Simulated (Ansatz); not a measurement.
Runs of Ansatz 0.2.0 on Zr3MoC. It takes space group Pm-3m (No. 221, cubic). The conventional cell has a = 4.943 Å, b = 4.943 Å, c = 4.943 Å, α = 90.00°, β = 90.00°, γ = 90.00°. Around Zr (site symmetry 4/mmm) lie 2 Mo at 2.47 Å. Around Mo (site symmetry m-3m) lie 6 Zr at 2.47 Å. C (site symmetry m-3m) has 12 Zr at 3.49 Å as nearest neighbours. The cell was built by a generator and needn't be a form met in nature.

```csv
task,level,cell,k mesh,points for each segment of the path,gap on the mesh (eV),pressure (GPa),relaxed volume (Å³/atom)
relaxation of cell and atoms,PBE+D4,relaxed,5 × 5 × 5,-,none,0.0,23.89
band structure,PBE,as given,5 × 5 × 5,14,none,0.8,-
relaxation of cell and atoms,BLYP,relaxed,5 × 5 × 5,-,none,0.0,25.54
relaxation of cell and atoms,PBEsol,relaxed,5 × 5 × 5,-,none,0.0,(a)
relaxation of cell and atoms,PBE,relaxed,5 × 5 × 5,-,none,0.0,24.39
single point,PBE,as given,6 × 6 × 6,-,none,-0.3,-
relaxation of cell and atoms,RPBE,relaxed,5 × 5 × 5,-,none,0.0,24.98
relaxation of cell and atoms,LDA,relaxed,5 × 5 × 5,-,none,0.0,22.77
relaxation of cell and atoms,revPBE,relaxed,5 × 5 × 5,-,none,0.0,(b)
relaxation of cell and atoms,PBE+D3(BJ),relaxed,5 × 5 × 5,-,none,0.0,23.47
```

Alike in all rows: potentials or basis Ansatz PAW; no spin polarisation; cutoff (eV) 420; smearing fermi-dirac 0.05 eV.

Question: Fill in the values left out.

Answer: (a) 23.40; (b) 24.82.

Caveats: the plane-wave basis is chosen anew once the cell has moved, so the energies of steps on either side of that aren't comparable (some runs); the PAW data sets come from PBE, with cores solved anew for the run's functional, which leaves a small shift of forces and pressure (some runs); the potentials were made for another functional, which shifts forces and pressure (some runs); pairwise dispersion overbinds metals, which lowers pressure and volume (some runs).

A k mesh can miss the band edges, and the runs leave out spin-orbit coupling on Mo, Zr.

A gap of «none» marks a metal or a gap under the smearing width.

Not every run made on this cell is shown here.
